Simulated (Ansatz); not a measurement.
# revPBE/cc-pVDZ run of C3H4AlF (SMILES C#[C][Al]([CH3])[F])

What is the electronic atomisation energy of C3H4AlF at revPBE/cc-pVDZ? 

Program for the calculation: Ansatz 0.2.0.

60 further runs of the same task are left out: 60 set aside as unsound or not needed.

### Step 1. The system as given

C3H4AlF: 9 atoms, total charge 0, spin state singlet. SMILES: `C#[C][Al]([CH3])[F]`. The shape is that of a PBE0-D4/def2-TZVP optimisation.

Bond lengths: C1–C2 1.210 Å, C2–Al3 1.900 Å, Al3–C4 1.931 Å, Al3–F5 1.650 Å, C1–H6 1.067 Å, C4–H7 1.094 Å, C4–H8 1.094 Å, C4–H9 1.092 Å. Some angles: C1–C2–Al3 177.8°, C2–Al3–C4 124.6°, C2–Al3–F5 116.1°, C4–Al3–F5 119.2°, C2–C1–H6 179.6°, Al3–C4–H7 110.8°, Al3–C4–H8 110.9°, Al3–C4–H9 112.0°, H7–C4–H8 106.6°, H7–C4–H9 108.1°.

### Step 2. A single-point energy at revPBE/cc-pVDZ

File run.yaml:

```yaml
crystal:
  periodic: [false, false, false]
  atoms:
    - symbol: C
      position_ang: [0.214800, 2.769900, 0.344200]
    - symbol: C
      position_ang: [0.305500, 1.631300, -0.055000]
    - symbol: Al
      position_ang: [0.406600, -0.178300, -0.626600]
    - symbol: C
      position_ang: [-0.438400, -1.662200, 0.274100]
    - symbol: F
      position_ang: [1.286200, -0.460300, -1.993400]
    - symbol: H
      position_ang: [0.139200, 3.776200, 0.690400]
    - symbol: H
      position_ang: [-1.159600, -2.156900, -0.383600]
    - symbol: H
      position_ang: [0.298900, -2.419800, 0.555700]
    - symbol: H
      position_ang: [-0.964600, -1.346100, 1.177300]
basis:
  gaussian: {orbitals: cc-pVDZ}
accuracy: high
output: {orbitals: {seedname: orbitals}}
hamiltonian: {xc: {name: revPBE}}
```

Launch:

```bash
$ ansatz run run.yaml --threads 1 --pin off --max-ram 3480MiB --events-out events.jsonl --progress --plain --runs-dir runs
```

Log:

```text
Warning: RAYON_NUM_THREADS=1 ignored (pool sized by the plan → 1); use --threads N
Functional definition: revPBE
  name "revPBE"
  parameter kappa = 1.245
  parameter beta = 0.06672455060314922
  exchange = pbe_x(kappa = kappa, mu = beta*pi^2/3)
  correlation = pbe_c(beta = beta)
2085 factors; integrals over basis functions are off by at most 7.7e-9 eV
mean field evaluation 1: about -12473.7191 eV, gradient 7.4e1 eV
mean field evaluation 2: about -12456.2268 eV, gradient 1.1e2 eV
mean field evaluation 4: about -12487.0892 eV, gradient 1.0e1 eV
mean field evaluation 8: about -12487.3174 eV, gradient 7.5e-1 eV
mean field evaluation 16: about -12487.3190 eV, gradient 5.7e-5 eV
mean field -12487.31902975 eV, -458.9005101345 hartree, gradient 5.0e-8 eV, S^2 0.000000; 0 other end points of the search recorded, 0 dependent functions left out
reference -12487.31903499 eV, -458.9005103269 hartree; 22, 22 occupied and 72, 72 virtual orbitals, 2085 factors
Total energy: -12487.31903499 eV, -458.9005103269 hartree
```

Wall time 3.3 s (1 thread of AMD EPYC 9R45 (Zen 5), shared host); peak memory 0.26 GiB.

### Step 3. The Al atom, same level

File input.yaml:

```yaml
crystal:
  periodic: [false, false, false]
  atoms:
    - symbol: Al
      position_ang: [0.000000, 0.000000, 0.000000]
basis:
  gaussian: {orbitals: cc-pVDZ}
magnetization: {spin_polarized: true, initial_magnetization: 1}
accuracy: high
hamiltonian: {xc: {name: revPBE}}
total_charge: 0
```

Launch:

```bash
$ ansatz run input.yaml --threads 1 --pin off --max-ram 3480MiB --events-out events.jsonl --progress --plain --runs-dir runs
```

Log:

```text
Warning: RAYON_NUM_THREADS=1 ignored (pool sized by the plan → 1); use --threads N
Functional definition: revPBE
  name "revPBE"
  parameter kappa = 1.245
  parameter beta = 0.06672455060314922
  exchange = pbe_x(kappa = kappa, mu = beta*pi^2/3)
  correlation = pbe_c(beta = beta)
144 factors; integrals over basis functions are off by at most 3.2e-9 eV
mean field evaluation 1: about -6593.5453 eV, gradient 1.5e0 eV
mean field evaluation 2: about -6593.5915 eV, gradient 3.7e-1 eV
mean field evaluation 4: about -6593.5914 eV, gradient 3.7e-1 eV
mean field evaluation 8: about -6593.5936 eV, gradient 8.2e-4 eV
mean field evaluation 16: about -6593.4917 eV, gradient 2.2e0 eV
mean field evaluation 32: about -6593.5936 eV, gradient 6.0e-5 eV
mean field -6593.59364704 eV, -242.3100972306 hartree, gradient 1.6e-8 eV, S^2 0.755242; 2 other end points of the search recorded, 0 dependent functions left out
reference -6593.59364957 eV, -242.3100973233 hartree; 7, 6 occupied and 11, 12 virtual orbitals, 144 factors
Total energy: -6593.59364957 eV, -242.3100973233 hartree
```

It took 0.52 s on 1 thread of AMD EPYC 9R45 (Zen 5), shared host.

### Step 4. The C atom

File in.yaml:

```yaml
crystal:
  periodic: [false, false, false]
  atoms:
    - {symbol: C, position_ang: [0.000000, 0.000000, 0.000000]}
basis:
  gaussian: {orbitals: cc-pVDZ}
magnetization: {spin_polarized: true, initial_magnetization: 2}
hamiltonian: {xc: {name: revPBE}}
accuracy: high
```

Launch:

```bash
$ ansatz run in.yaml --threads 1 --pin off --max-ram 3480MiB --events-out events.jsonl --progress --plain --runs-dir runs
```

Log:

```text
Warning: RAYON_NUM_THREADS=1 ignored (pool sized by the plan → 1); use --threads N
Functional definition: revPBE
  name "revPBE"
  parameter kappa = 1.245
  parameter beta = 0.06672455060314922
  exchange = pbe_x(kappa = kappa, mu = beta*pi^2/3)
  correlation = pbe_c(beta = beta)
96 factors; integrals over basis functions are off by at most 2.2e-9 eV
mean field evaluation 1: about -1029.4898 eV, gradient 4.6e0 eV
mean field evaluation 2: about -1029.5988 eV, gradient 2.3e0 eV
mean field evaluation 4: about -1029.6381 eV, gradient 2.3e-1 eV
mean field evaluation 8: about -1029.6381 eV, gradient 2.5e-5 eV
mean field evaluation 16: about -1029.5217 eV, gradient 4.1e0 eV
mean field evaluation 32: about -1029.6385 eV, gradient 6.3e-2 eV
mean field -1029.63814786 eV, -37.8385040201 hartree, gradient 2.7e-9 eV, S^2 2.002127; 2 other end points of the search recorded, 0 dependent functions left out
reference -1029.63815001 eV, -37.8385040991 hartree; 4, 2 occupied and 10, 12 virtual orbitals, 96 factors
Total energy: -1029.63815001 eV, -37.8385040991 hartree
```

It took 0.28 s on 1 thread of AMD EPYC 9R45 (Zen 5), shared host.

### Step 5. The F atom

File molecule.yaml:

```yaml
crystal:
  periodic: [false, false, false]
  atoms:
    - {symbol: F, position_ang: [0.000000, 0.000000, 0.000000]}
basis:
  gaussian:
    orbitals: cc-pVDZ
magnetization:
  spin_polarized: true
  initial_magnetization: 1
hamiltonian:
  xc: {name: revPBE}
accuracy: high
```

Run the same way, it converges to -99.69102 Eh (log not shown).

### Step 6. The H atom

Changes to molecule.yaml since step 5:

```diff
@@ -3,3 +3,4 @@
   atoms:
-    - {symbol: F, position_ang: [0.000000, 0.000000, 0.000000]}
+    - symbol: H
+      position_ang: [0.000000, 0.000000, 0.000000]
 basis:
```

Run the same way, it converges to -0.50319 Eh (log not shown).

### Step 7. What came out

Level: revPBE/cc-pVDZ.

```
                     quantity          value
       molecule: total energy  -458.90051 Eh
        molecule: HOMO energy       -6.86 eV
        molecule: LUMO energy       -1.81 eV
      molecule: HOMO–LUMO gap        5.05 eV
        Al atom: total energy  -242.31010 Eh
                Al atom: ⟨S²⟩          0.755
         C atom: total energy   -37.83850 Eh
                 C atom: ⟨S²⟩          2.002
         F atom: total energy   -99.69102 Eh
                 F atom: ⟨S²⟩          0.751
         H atom: total energy    -0.50319 Eh
                 H atom: ⟨S²⟩          0.750
electronic atomisation energy      37.310 eV
```

Taking the molecule apart into free atoms costs 37.31 eV (3600 kJ/mol), before zero-point energy and without spin-orbit coupling.
